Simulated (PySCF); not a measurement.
# CH₇FP₂Si: electronic excitations at several levels of theory

How much do the electronic excitations of CH₇FP₂Si (`FC[SiH](P)P`) depend on the level of theory, and what does each level cost?

Computed with PySCF 2.14.0, with density-fitted response routines of our own, on a single molecule in the gas phase. Atoms are numbered from 0 throughout.

## 1. The starting structure

12 atoms, charge 0, multiplicity 1; geometry from: GFN2-xTB. The atoms were then displaced at random by about 0.01 Å, so the start is not that level's minimum.

Bonds of the start (Å): F0–C1 1.38, C1–Si2 1.93, Si2–P3 2.31, Si2–P4 2.24, C1–H5 1.09, C1–H6 1.09, Si2–H7 1.47, P3–H8 1.42, P3–H9 1.37, P4–H10 1.40, P4–H11 1.37.

## 2. Geometry optimisation at PBE0-D3(BJ)/def2-SVP

Job settings and geometry (Å):

```
{"job": {"xc": "PBE0", "basis": "def2-SVP", "d3": "d3bj", "grid": 1, "shake": 0.01, "kind": "geom"}, "charge": 0, "multiplicity": 1}
F      0.604000     2.388360    -0.245420
C     -0.483500     1.557140    -0.034540
Si    -0.028380    -0.227020    -0.611560
P      2.042180    -0.862560     0.180750
P     -1.787490    -1.492000    -0.027110
H     -1.328490     1.971030    -0.593950
H     -0.697120     1.616860     1.036320
H      0.096180    -0.201550    -2.075390
H      1.661700    -0.725880     1.543180
H      2.544240     0.407110     0.141160
H     -1.317220    -1.822640     1.248770
H     -1.266410    -2.637120    -0.571240
```

Launch:

```
$ OMP_NUM_THREADS=1 python probes_run.py task.json out
```

One launch serves the whole session: the jobs run in the order shown.

Log:

```text
step   0  E = -1113.42051362  max force = 0.028462
step   1  E = -1113.42607343  max force = 0.006492
step   2  E = -1113.42655531  max force = 0.001847
step   3  E = -1113.42660316  max force = 0.000737
step   4  E = -1113.42662563  max force = 0.000953
step   5  E = -1113.42663388  max force = 0.000726
step   6  E = -1113.42664043  max force = 0.000614
step   7  E = -1113.42664483  max force = 0.000313
optimisation converged
```

Wall time 75 s (1 thread of Arm Neoverse N1, shared host); peak memory 0.49 GiB.

Step by step:

| step | energy from step 0 (eV) | largest force component (eV/Å) |
| --- | --- | --- |
| 0 | 0.0000 | 1.4636 |
| 1 | -0.1513 | 0.3338 |
| 2 | -0.1644 | 0.0950 |
| 3 | -0.1657 | 0.0379 |
| 4 | -0.1663 | 0.0490 |
| 5 | -0.1665 | 0.0373 |
| 6 | -0.1667 | 0.0316 |
| 7 | -0.1668 | 0.0161 |

Close pairs (by a distance rule), those that changed most:

| bond | before (Å) | after (Å) | change (Å) |
| --- | --- | --- | --- |
| P3–H9 | 1.366 | 1.431 | +0.065 |
| P4–H11 | 1.371 | 1.429 | +0.058 |
| Si2–P3 | 2.306 | 2.261 | -0.046 |
| P4–H10 | 1.399 | 1.430 | +0.031 |
| Si2–H7 | 1.469 | 1.494 | +0.025 |
| C1–Si2 | 1.930 | 1.906 | -0.023 |
| Si2–P4 | 2.244 | 2.266 | +0.022 |
| C1–H6 | 1.094 | 1.105 | +0.011 |

The next job starts from the end point, and lists it.

| at the end point | value |
| --- | --- |
| point group (found at 0.08 Å tolerance) | C1 |
| rotational constants (GHz, main isotopes) | 2.347, 1.596, 1.022 |
| dipole moment (D) | 1.21 |

## 3. Excited states and response: PBE0/def2-TZVP

Job settings and geometry (Å):

```
{"job": {"kind": "uv", "xc": "PBE0", "basis": "def2-TZVP"}, "charge": 0, "multiplicity": 1}
F      0.786939     2.372275    -0.088521
C     -0.331517     1.585432     0.096661
Si    -0.030314    -0.145832    -0.642223
P      1.881711    -1.063032     0.140628
P     -1.877569    -1.383215    -0.203347
H     -1.199999     2.067387    -0.387516
H     -0.550210     1.517135     1.177736
H      0.092896    -0.022547    -2.126148
H      1.487678    -0.887723     1.504608
H      2.570100     0.190463     0.086692
H     -1.491067    -1.652915     1.147154
H     -1.301319    -2.589733    -0.707063
```

With the program's defaults for keys left out, this is: TDDFT PBE0/def2-TZVP, vertical, gas phase, core orbitals frozen in the response.

Log:

```text
coarse grid: 11384 points
cycle   1  E = -1113.8857485079  dE =  9.791e-02  |g| = 4.444e-01  |ddm| = 2.472e+00
cycle   2  E = -1113.8580018933  dE =  2.775e-02  |g| = 6.361e-01  |ddm| = 6.625e-01
cycle   3  E = -1113.9185068107  dE = -6.050e-02  |g| = 5.882e-02  |ddm| = 3.854e-01
cycle   4  E = -1113.9190687486  dE = -5.619e-04  |g| = 1.922e-02  |ddm| = 5.216e-02
cycle   5  E = -1113.9191537175  dE = -8.497e-05  |g| = 4.854e-03  |ddm| = 1.848e-02
cycle   6  E = -1113.9191583637  dE = -4.646e-06  |g| = 1.580e-03  |ddm| = 4.704e-03
final grid: 96200 points
cycle   7  E = -1113.9210930094  dE = -3.915e-05  |g| = 7.725e-03  |ddm| = 2.822e-02
cycle   8  E = -1113.9210862086  dE =  6.801e-06  |g| = 9.256e-03  |ddm| = 1.187e-02
cycle   9  E = -1113.9211056709  dE = -1.946e-05  |g| = 1.158e-03  |ddm| = 6.597e-03
cycle  10  E = -1113.9211058911  dE = -2.202e-07  |g| = 2.907e-04  |ddm| = 8.372e-04
cycle  11  E = -1113.9211059052  dE = -1.405e-08  |g| = 7.564e-05  |ddm| = 2.296e-04
cycle  12  E = -1113.9211059064  dE = -1.237e-09  |g| = 1.575e-05  |ddm| = 7.053e-05
cycle  13  E = -1113.9211059065  dE = -7.594e-11  |g| = 3.267e-06  |ddm| = 1.826e-05
converged SCF energy = -1113.9211059065

Static polarisability (au): isotropic 94.109, principal 78.332 92.233 111.761

Singlet excitations
state   eV       nm        f      main configurations
  1   6.1139    202.8   0.03415   H->L 0.59, H->L+1 0.28
  2   6.2346    198.9   0.00862   H->L+2 0.71, H-1->L+2 0.15
  3   6.3973    193.8   0.01700   H->L+1 0.61, H->L 0.27
  4   6.6555    186.3   0.02263   H-1->L 0.66, H-1->L+2 0.11, H-1->L+1 0.10
  5   6.7308    184.2   0.02537   H-1->L+2 0.37, H->L+3 0.20, H->L+2 0.16
  6   6.8155    181.9   0.03426   H-1->L+1 0.45, H->L+3 0.40
  7   6.8625    180.7   0.19593   H->L+3 0.28, H-1->L+2 0.27, H-1->L 0.13
  8   7.0144    176.8   0.09996   H->L+4 0.66, H-1->L+4 0.09
  9   7.1908    172.4   0.03852   H->L+5 0.58, H-1->L+3 0.25
 10   7.3650    168.3   0.21034   H-1->L+3 0.61, H->L+5 0.20

Triplet excitations (Tamm-Dancoff, eV): 5.2384 5.4446 5.5228 5.5566
```

It took 54 s on 1 thread of Arm Neoverse N1, shared host; peak memory 0.85 GiB.

The orbitals next to the gap, with their largest atomic shares:

| orbital | eV | atoms |
| --- | --- | --- |
| HOMO−3 | -9.21 | Si2 32 %, H7 24 %, P3 17 % |
| HOMO−2 | -8.90 | C1 21 %, F0 20 %, Si2 17 % |
| HOMO−1 | -7.83 | P4 39 %, P3 29 %, Si2 12 % |
| HOMO | -7.45 | P3 47 %, P4 31 %, Si2 14 % |
| LUMO | -0.14 | P4 33 %, P3 27 %, Si2 21 % |
| LUMO+1 | 0.08 | Si2 35 %, P3 24 %, P4 14 % |
| LUMO+2 | 0.11 | P4 46 %, Si2 14 %, H11 13 % |

With each of the 10 states as a Gaussian band of 0.4 eV half-width at 1/e, the curve within the window shown has maxima at 177 nm (ε 18,000) L/(mol cm). Beyond the last state computed it falls off for lack of states. The curve at chosen wavelengths:

nm, ε (L/mol/cm) and a bar:
```
      162       5685 #########
      165       9414 ###############
      167      11886 ###################
      170      15022 #########################
      172      16582 ###########################
      175      18033 #############################
      177      18344 ##############################
      180      17697 #############################
      182      16527 ###########################
      185      13927 #######################
      187      11911 ###################
      190       8974 ###############
      192       7293 ############
      195       5343 #########
      197       4405 #######
      200       3403 #####
      202       2911 #####
      205       2312 ####
      207       1964 ###
      210       1489 ##
      212       1206 ##
      215        839 #
      217        639 #
      220        405 
      222        290 
      225        168
```

Further results of this job:

| property | computed |
| --- | --- |
| dipole moment (D) | 1.21 |
| polarisability (Å³) | 13.95 |
| HOMO–LUMO gap (eV) | 7.31 |
| −ε(HOMO) (eV) | 7.45 |

## 4. TDDFT and polarisability: PBE0/aug-cc-pVDZ

Settings changed since step 3:

```diff
@@ -1,2 +1,2 @@
-{"job": {"kind": "uv", "xc": "PBE0", "basis": "def2-TZVP"}, "charge": 0, "multiplicity": 1}
+{"job": {"kind": "uv", "xc": "PBE0", "basis": "aug-cc-pVDZ"}, "charge": 0, "multiplicity": 1}
 F      0.786939     2.372275    -0.088521
```

Level: TDDFT PBE0/aug-cc-pVDZ, vertical, gas phase, core orbitals frozen in the response.

Log:

```text
coarse grid: 11384 points
cycle   1  E = -1113.8056775475  dE =  1.459e-01  |g| = 3.794e-01  |ddm| = 6.789e+00
cycle   2  E = -1113.7820309846  dE =  2.365e-02  |g| = 5.555e-01  |ddm| = 1.223e+00
cycle   3  E = -1113.8338365031  dE = -5.181e-02  |g| = 4.566e-02  |ddm| = 6.175e-01
cycle   4  E = -1113.8342484415  dE = -4.119e-04  |g| = 1.506e-02  |ddm| = 1.220e-01
cycle   5  E = -1113.8343137178  dE = -6.528e-05  |g| = 3.694e-03  |ddm| = 4.510e-02
cycle   6  E = -1113.8343170566  dE = -3.339e-06  |g| = 1.026e-03  |ddm| = 9.284e-03
final grid: 96200 points
cycle   7  E = -1113.8521376016  dE = -1.788e-05  |g| = 6.636e-03  |ddm| = 1.166e-01
cycle   8  E = -1113.8521298870  dE =  7.715e-06  |g| = 9.088e-03  |ddm| = 2.799e-02
cycle   9  E = -1113.8521483352  dE = -1.845e-05  |g| = 7.816e-04  |ddm| = 1.444e-02
cycle  10  E = -1113.8521484710  dE = -1.358e-07  |g| = 2.034e-04  |ddm| = 1.751e-03
cycle  11  E = -1113.8521484788  dE = -7.788e-09  |g| = 4.693e-05  |ddm| = 3.810e-04
cycle  12  E = -1113.8521484795  dE = -6.821e-10  |g| = 1.244e-05  |ddm| = 1.340e-04
converged SCF energy = -1113.8521484795

Static polarisability (au): isotropic 100.456, principal 83.537 99.237 118.594

Singlet excitations
state   eV       nm        f      main configurations
  1   6.0016    206.6   0.01653   H->L 0.92
  2   6.1171    202.7   0.05183   H->L+1 0.82
  3   6.2716    197.7   0.00257   H->L+3 0.59, H-1->L+3 0.15, H->L+2 0.11
  4   6.3470    195.3   0.05597   H->L+2 0.32, H-1->L 0.32, H->L+3 0.15
  5   6.4221    193.1   0.09864   H-1->L 0.48, H->L+2 0.35
  6   6.6017    187.8   0.06273   H->L+4 0.41, H->L+5 0.17, H-1->L+3 0.08
  7   6.6905    185.3   0.12062   H-1->L+1 0.54, H-1->L+2 0.25
  8   6.7691    183.2   0.03982   H-1->L+3 0.62, H->L+3 0.15, H->L+4 0.09
  9   6.8168    181.9   0.14476   H-1->L+2 0.50, H-1->L+1 0.15, H->L+2 0.14
 10   6.8671    180.5   0.00823   H->L+5 0.60, H->L+4 0.19

Triplet excitations (Tamm-Dancoff, eV): 5.2773 5.5434 5.5606 5.6395
```

Run time: 47 s. Hardware: 1 thread of Arm Neoverse N1, shared host; peak memory 0.77 GiB.

In short: HOMO -7.45 eV, LUMO -0.44 eV; lowest singlet 6.00 eV.

## 5. Excited states and response: PBE0/def2-TZVPD

Settings changed since step 4:

```diff
@@ -1,2 +1,2 @@
-{"job": {"kind": "uv", "xc": "PBE0", "basis": "aug-cc-pVDZ"}, "charge": 0, "multiplicity": 1}
+{"job": {"kind": "uv", "xc": "PBE0", "basis": "def2-TZVPD"}, "charge": 0, "multiplicity": 1}
 F      0.786939     2.372275    -0.088521
```

Level: TDDFT PBE0/def2-TZVPD, vertical, gas phase, core orbitals frozen in the response.

Log:

```text
coarse grid: 11384 points
cycle   1  E = -1113.8878016973  dE =  9.780e-02  |g| = 4.446e-01  |ddm| = 2.640e+00
cycle   2  E = -1113.8579659376  dE =  2.984e-02  |g| = 6.455e-01  |ddm| = 6.117e-01
cycle   3  E = -1113.9205103711  dE = -6.254e-02  |g| = 6.004e-02  |ddm| = 3.246e-01
cycle   4  E = -1113.9210908190  dE = -5.804e-04  |g| = 1.870e-02  |ddm| = 5.875e-02
cycle   5  E = -1113.9211712085  dE = -8.039e-05  |g| = 4.830e-03  |ddm| = 2.042e-02
cycle   6  E = -1113.9211758102  dE = -4.602e-06  |g| = 1.477e-03  |ddm| = 5.114e-03
final grid: 96200 points
cycle   7  E = -1113.9231244509  dE = -4.208e-05  |g| = 7.599e-03  |ddm| = 9.774e-02
cycle   8  E = -1113.9231180023  dE =  6.449e-06  |g| = 9.089e-03  |ddm| = 1.343e-02
cycle   9  E = -1113.9231366385  dE = -1.864e-05  |g| = 1.145e-03  |ddm| = 6.750e-03
cycle  10  E = -1113.9231368535  dE = -2.150e-07  |g| = 2.970e-04  |ddm| = 9.239e-04
cycle  11  E = -1113.9231368682  dE = -1.465e-08  |g| = 7.968e-05  |ddm| = 2.193e-04
cycle  12  E = -1113.9231368696  dE = -1.379e-09  |g| = 1.680e-05  |ddm| = 8.056e-05
cycle  13  E = -1113.9231368697  dE = -8.413e-11  |g| = 3.515e-06  |ddm| = 2.196e-05
converged SCF energy = -1113.9231368697

Static polarisability (au): isotropic 100.169, principal 83.386 98.926 118.196

Singlet excitations
state   eV       nm        f      main configurations
  1   6.0203    205.9   0.03213   H->L 0.46, H->L+1 0.35
  2   6.1069    203.0   0.01164   H->L+1 0.48, H->L 0.23, H->L+2 0.14
  3   6.1806    200.6   0.00510   H->L+2 0.52, H->L 0.20, H-1->L+2 0.15
  4   6.4620    191.9   0.01878   H-1->L 0.78, H-1->L+1 0.12
  5   6.5073    190.5   0.08076   H->L+3 0.71, H->L+4 0.11
  6   6.5744    188.6   0.05504   H->L+4 0.38, H-1->L+2 0.23, H->L+2 0.16
  7   6.6950    185.2   0.14263   H-1->L+2 0.36, H-1->L+1 0.28, H-1->L 0.09
  8   6.7275    184.3   0.13016   H->L+4 0.28, H-1->L+1 0.25, H-1->L+2 0.15
  9   6.9742    177.8   0.03664   H-1->L+3 0.56, H->L+5 0.20
 10   6.9855    177.5   0.13755   H->L+5 0.52, H-1->L+3 0.18

Triplet excitations (Tamm-Dancoff, eV): 5.1818 5.3980 5.4608 5.5021
```

Run time: 81 s. Hardware: 1 thread of Arm Neoverse N1, shared host; peak memory 0.97 GiB.

Key values: HOMO -7.46 eV, LUMO -0.33 eV; lowest singlet 6.02 eV.

## 6. Excited states and response: PBE0/6-31+G*

Settings changed since step 5:

```diff
@@ -1,2 +1,2 @@
-{"job": {"kind": "uv", "xc": "PBE0", "basis": "def2-TZVPD"}, "charge": 0, "multiplicity": 1}
+{"job": {"kind": "uv", "xc": "PBE0", "basis": "6-31+G*"}, "charge": 0, "multiplicity": 1}
 F      0.786939     2.372275    -0.088521
```

With the program's defaults for keys left out, this is: TDDFT PBE0/6-31+G*, vertical, gas phase, core orbitals frozen in the response.

Log:

```text
coarse grid: 11384 points
cycle   1  E = -1113.7941692035  dE =  1.284e-01  |g| = 3.721e-01  |ddm| = 3.136e+00
cycle   2  E = -1113.7741723934  dE =  2.000e-02  |g| = 5.385e-01  |ddm| = 9.964e-01
cycle   3  E = -1113.8234117988  dE = -4.924e-02  |g| = 4.498e-02  |ddm| = 5.239e-01
cycle   4  E = -1113.8238496937  dE = -4.379e-04  |g| = 1.489e-02  |ddm| = 8.851e-02
cycle   5  E = -1113.8239163389  dE = -6.665e-05  |g| = 3.356e-03  |ddm| = 2.890e-02
cycle   6  E = -1113.8239193361  dE = -2.997e-06  |g| = 9.679e-04  |ddm| = 6.417e-03
final grid: 96200 points
cycle   7  E = -1113.7728180614  dE = -1.428e-05  |g| = 7.034e-03  |ddm| = 3.976e-02
cycle   8  E = -1113.7728101793  dE =  7.882e-06  |g| = 9.605e-03  |ddm| = 1.649e-02
cycle   9  E = -1113.7728302222  dE = -2.004e-05  |g| = 8.239e-04  |ddm| = 9.007e-03
cycle  10  E = -1113.7728303888  dE = -1.666e-07  |g| = 1.651e-04  |ddm| = 1.169e-03
cycle  11  E = -1113.7728303937  dE = -4.879e-09  |g| = 4.837e-05  |ddm| = 2.841e-04
cycle  12  E = -1113.7728303944  dE = -7.030e-10  |g| = 8.821e-06  |ddm| = 1.004e-04
converged SCF energy = -1113.7728303944

Static polarisability (au): isotropic 90.931, principal 75.752 88.547 108.495

Singlet excitations
state   eV       nm        f      main configurations
  1   6.1098    202.9   0.01084   H->L 0.83
  2   6.2019    199.9   0.07014   H->L+1 0.81
  3   6.4143    193.3   0.00308   H->L+3 0.54, H-1->L 0.14, H->L+2 0.12
  4   6.4795    191.3   0.05066   H-1->L 0.31, H->L+3 0.23, H->L+2 0.21
  5   6.5113    190.4   0.14171   H->L+2 0.41, H-1->L 0.39
  6   6.7771    182.9   0.21932   H-1->L+1 0.39, H->L+4 0.15, H->L+5 0.12
  7   6.8056    182.2   0.05601   H-1->L+1 0.27, H-1->L+3 0.25, H->L+4 0.14
  8   6.9101    179.4   0.07539   H-1->L+3 0.43, H->L+4 0.22, H->L+5 0.11
  9   6.9319    178.9   0.13296   H-1->L+2 0.58, H->L+2 0.17, H->L+4 0.13
 10   7.0453    176.0   0.00219   H->L+5 0.58, H->L+4 0.19, H-1->L+2 0.10

Triplet excitations (Tamm-Dancoff, eV): 5.2762 5.5425 5.6078 5.6985
```

Wall time 23 s (1 thread of Arm Neoverse N1, shared host); peak memory 0.62 GiB.

Key values: HOMO -7.49 eV, LUMO -0.35 eV; lowest singlet 6.11 eV.

## 7. Side by side: electronic excitations

Excitations and ground-state properties, with basis size and wall time:

| run | lowest singlet (eV) | brightest (eV) | f | gap (eV) | α (Å³) | μ (D) | functions | time |
| --- | --- | --- | --- | --- | --- | --- | --- | --- |
| PBE0/def2-TZVP | 6.11 | 7.37 | 0.210 | 7.31 | 13.95 | 1.21 | 215 | 54 s |
| PBE0/aug-cc-pVDZ | 6.00 | 6.82 | 0.145 | 7.02 | 14.89 | 1.21 | 190 | 47 s |
| PBE0/def2-TZVPD | 6.02 | 6.70 | 0.143 | 7.13 | 14.84 | 1.23 | 269 | 81 s |
| PBE0/6-31+G* | 6.11 | 6.78 | 0.219 | 7.14 | 13.47 | 1.30 | 116 | 23 s |

## 8. Results

| quantity | value |
| --- | --- |
| point group | C1 |
| rotational constants (main isotopes) | 2.35, 1.60, 1.02 GHz |
| lowest singlet (PBE0/def2-TZVP) | 6.11 eV (203 nm), f = 0.034 |
| brightest single state of those computed | state 10, 7.37 eV, f = 0.210 |
| lowest triplet | 5.24 eV |
| range of the lowest singlet | 6.00 to 6.11 eV |

In words: Single values in the summary come from the first run of each kind that ended normally (PBE0/def2-TZVP), which need not be the best level. Relaxing lowered the energy by 0.167 eV in 7 steps; the close pair that moved most is P3–H9, from 1.366 to 1.431 Å. The lowest singlet, at 6.11 eV, is HOMO→LUMO 0.59, HOMO→LUMO+1 0.28 and is weak; of the 10 states computed, the strongest absorption comes from state 10 at 7.37 eV (the last computed, so partners may be missing). The lowest triplet lies 0.88 eV below the lowest singlet (triplets in Tamm-Dancoff, singlets in full TDDFT). The basis of PBE0/def2-TZVP has no diffuse functions, so Rydberg states are missing and the high states are unreliable. The lowest singlet runs from 6.00 eV (PBE0/aug-cc-pVDZ) to 6.11 eV (PBE0/def2-TZVP), while the orbital gap spans 7.02 to 7.31 eV. The lowest state need not be the same one in every run.
